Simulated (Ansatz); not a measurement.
# BeAs+ (triplet): the correlation ladder at distance As1–Be2 = 2.126 Å, cc-pVDZ

Aim: climb from Hartree-Fock through coupled cluster and multireference methods for BeAs+ (triplet) at one geometry and basis, and see what each rung misses.

Method: cc-pVDZ, core rule «outside noble gas», up to 15 orbitals frozen; program: Ansatz 0.2.0, Gaussian basis.

Plan: UHF; CCSD(T) on ROHF; CCSD(T) on UHF; BCCD(T) on ROHF; CISD; CCSDT(Q) on ROHF; CCSDT(Q) on UHF; CASSCF and MRCISD+Q, 4 electrons in 4 orbitals; CASSCF and NEVPT2, 4 electrons in 4 orbitals; Full CI.

52 further runs of the same task are left out: 25 for a known fault of the program, 2 for a mislabelled method, 20 that didn't finish, 5 set aside as unsound or not needed.

## Step 1: What is computed

The geometry derives from a PBE0/def2-TZVP stationary point (not a proven minimum). One bond is set to the value named and the two fragments are kept rigid. No spin-orbit coupling is included. The filled d shell of As may be among the frozen orbitals whatever the setting's name suggests; the logs give the count.

2 atoms, charge 1, spin multiplicity 3.

Atoms are counted from 1 here; the program's logs count them from 0.

Bond lengths: As1–Be2 2.126 Å.

## Step 2: UHF

Input file in.yaml:

```yaml
crystal:
  periodic: [false, false, false]
  atoms:
    - {symbol: As, position_ang: [0.000000, 0.000000, 0.000000]}
    - {symbol: Be, position_ang: [0.000000, 0.000000, 2.125500]}
basis:
  gaussian: {orbitals: cc-pVDZ}
total_charge: 1
magnetization: {spin_polarized: true, initial_magnetization: 2}
hamiltonian: {xc: hf}
output: {orbitals: {seedname: orbitals}}
```

Command:

```sh
> ansatz run in.yaml --threads 1 --pin off --events-out ev --progress --plain --max-ram 2393MiB
```

Further steps of the session: CCSD(T) on ROHF; CCSD(T) on UHF; BCCD(T) on ROHF; CISD; CCSDT(Q) on ROHF; CCSDT(Q) on UHF; CASSCF and MRCISD+Q, 4 electrons in 4 orbitals; CASSCF and NEVPT2, 4 electrons in 4 orbitals; Full CI.

Before running them: what should the planned runs give, taken together? Wanted: FCI below the RHF energy; RMP2 from FCI; UMP2 from FCI; RCCSD from FCI; RCCSD(T) from FCI; UCCSD(T) from FCI; RCCSDT(Q) from FCI; UCCSDT(Q) from FCI; NEVPT2 pair from FCI.

The runs gave:

```
                         quantity                                                                             value
         FCI below the RHF energy                                                                        -3.1115 eV
                    RMP2 from FCI                                                                        +727.8 meV
                    UMP2 from FCI                                                                        +746.4 meV
                   RCCSD from FCI                                                                        +157.1 meV
                RCCSD(T) from FCI                                                                         +38.1 meV
                UCCSD(T) from FCI                                                                         +32.0 meV
               RCCSDT(Q) from FCI                                                                          +0.4 meV
               UCCSDT(Q) from FCI                                                                          -8.2 meV
             NEVPT2 pair from FCI                                                                        +628.8 meV
           MRCISD+Q pair from FCI                                                                          -3.4 meV
levels within 1 kcal/mol (43 meV)  RCCSD(T), UCCSD(T), BCCD(T), RCCSDT, UCCSDT, RCCSDT(Q), UCCSDT(Q), MRCISD+Q pair
                    T1 diagnostic                                                                             0.038
   effectively unpaired electrons                                                                              2.09
```

In words: RCCSD(T) misses by +38.1 meV, 1.2 % of the correlation energy. UCCSDT(Q), MRCISD+Q pair fall below full CI: unrestricted runs freeze a spin-polarised core, another one than full CI's, and coupled cluster isn't variational. One determinant dominates. Of the multireference levels listed MRCISD+Q pair comes nearest in total energy (-3.4 meV), which doesn't show that its space is the better one. These misses are within one basis, not against nature; the frozen cores of restricted and unrestricted runs differ, which can shift their rows.
